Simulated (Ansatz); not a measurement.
**Ag+ with Br2: structure and interaction energy**

The task here is to estimate one member of a computed series from the others.

Method: PBE0-D4 structure, single points in def2-TZVPPD; program: Ansatz 0.2.0, Gaussian basis.

Levels: PBE-D4, revPBE-D4, BLYP-D4, r2SCAN-D4, B97M-V, PBE0-D4, B3LYP-D4, HSE06-D4, wB97X-V, wB97M-V, B2PLYP, Hartree-Fock, MP2, CCSD, CCSD(T). The reference is CCSD(T) extrapolated to the basis limit. For elements past Ar these valence bases correlate outer-core shells poorly and lack relativity, so that limit is rough.

Correlated methods freeze the cores. Filled d shells of the heavier atoms are correlated. Core potentials replace the inner electrons past krypton, and spin-orbit coupling is left out. B3LYP uses VWN-RPA correlation. B2PLYP carries no dispersion term here.

164 further runs of the same task are left out: 1 that didn't finish, 163 set aside as unsound or not needed. Runs told in other sessions of the task aren't counted.

### The system as given

The pair, from a GFN2-xTB docking trial: 3 atoms, charge 1, spin multiplicity 1.

Atoms are counted from 1 here; the program's logs count them from 0.

Bond lengths: Ag1–Br2 2.580 Å, Br2–Br3 2.301 Å. Angles: Ag1–Br2–Br3 109.6°.

As a file:

```xyz
3

Ag    0.8577    0.0253   -1.9227
Br   -0.9372   -0.0276   -0.0704
Br    0.0795    0.0023    1.9931
```

Atoms 1 to 1 are fragment A (Ag+), the rest fragment B (Br2).

Set-up of the first run:

Contents of pre/in.yaml:

```yaml
crystal:
  periodic: [false, false, false]
  atoms:
    - {symbol: Ag, position_ang: [0.857700, 0.025300, -1.922700]}
    - {symbol: Br, position_ang: [-0.937200, -0.027600, -0.070400]}
    - {symbol: Br, position_ang: [0.079500, 0.002300, 1.993100]}
basis:
  gaussian: {orbitals: def2-SVP}
total_charge: 1
hamiltonian: {xc: pbe, dispersion: d4}
relax: {f_tol: 0.03, max_steps: 250}
```

Run with:

```
ansatz run in.yaml --threads 4 --pin off --events-out ev --progress --plain --max-ram 9574MiB
```

Among the steps run: A first relaxation in a small basis; Relaxation at PBE0-D4; wB97X-V/def2-TZVPPD; wB97M-V/def2-TZVPPD; B2PLYP/def2-TZVPPD; B97M-V/def2-TZVPPD; CCSD(T)/def2-TZVPPD; MP2/def2-QZVPPD; SPW92/def2-SVP; wB97M-V/def2-SVP; CCSD(T)/def2-SVP; Vibrations of the pair.

One of the session's tables, all rows but one given; the rest of the session is left out.

```
      method  interaction (kJ/mol)
      PBE-D4               -126.16
   revPBE-D4               -113.71
     BLYP-D4               -123.95
   r2SCAN-D4               -118.78
      B97M-V               -109.33
     PBE0-D4               -105.65
    B3LYP-D4               -108.95
    HSE06-D4               -105.65
     wB97X-V                -93.51
     wB97M-V                -93.88
      B2PLYP                -93.05
Hartree-Fock                -38.68
         MP2                     ?
        CCSD                -74.99
     CCSD(T)                -81.04
 CCSD(T)/CBS               -100.58
```

**Question.** Estimate the row for MP2.

As computed: interaction (kJ/mol): -88.31. In the column «interaction (kJ/mol)» it lies between B2PLYP (-93.05) and CCSD(T) (-81.04).
